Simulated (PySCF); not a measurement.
# C4H6FNO: the cost of one run

Programs: PySCF 2.14.0, with density-fitted response routines of our own. Each step states its level of theory. These are calculated values for one molecule, in the gas phase or a continuum, unless marked as measured. Atoms are numbered from 0 throughout.

**1. Starting geometry**

13 atoms, charge 0, multiplicity 1; geometry from: GFN2-xTB. The atoms were then displaced at random by about 0.01 Å, so the start is not that level's minimum.

Bonds of the start (Å): C0–O1 1.39, O1–C2 1.35, C2–F3 1.37, C2–C4 1.55, C4–C5 1.45, C5–N6 1.14, C0–H7 1.09, C0–H8 1.11, C0–H9 1.09, C2–H10 1.12, C4–H11 1.09, C4–H12 1.09.

**2. Geometry optimisation at PBE0-D3(BJ)/def2-SVP**

What the job is given:

```
{"job": {"xc": "PBE0", "basis": "def2-SVP", "d3": "d3bj", "grid": 1, "shake": 0.01, "kind": "geom"}, "charge": 0, "multiplicity": 1}
C     -1.885370     0.734490    -0.485950
O     -0.562780     0.461050    -0.815050
C     -0.020100    -0.551590    -0.099820
F     -0.534660    -1.762830    -0.462610
C      1.497530    -0.623110    -0.400930
C      2.190610     0.445870     0.295740
N      2.744910     1.272660     0.860940
H     -1.984740     1.022290     0.564800
H     -2.180670     1.619980    -1.083940
H     -2.560570    -0.089040    -0.710230
H     -0.209850    -0.467360     1.002570
H      1.896720    -1.583220    -0.059040
H      1.614800    -0.496070    -1.478050
```

Run with:

```sh
OMP_NUM_THREADS=1 python probes_run.py task.json out
```

One launch serves the whole session: the jobs run in the order shown.

Q: Estimate the wall time and peak memory of this first job on 1 thread of Intel Xeon Platinum 8488C, shared host.

About 59 s, with a peak of 0.5 GiB.
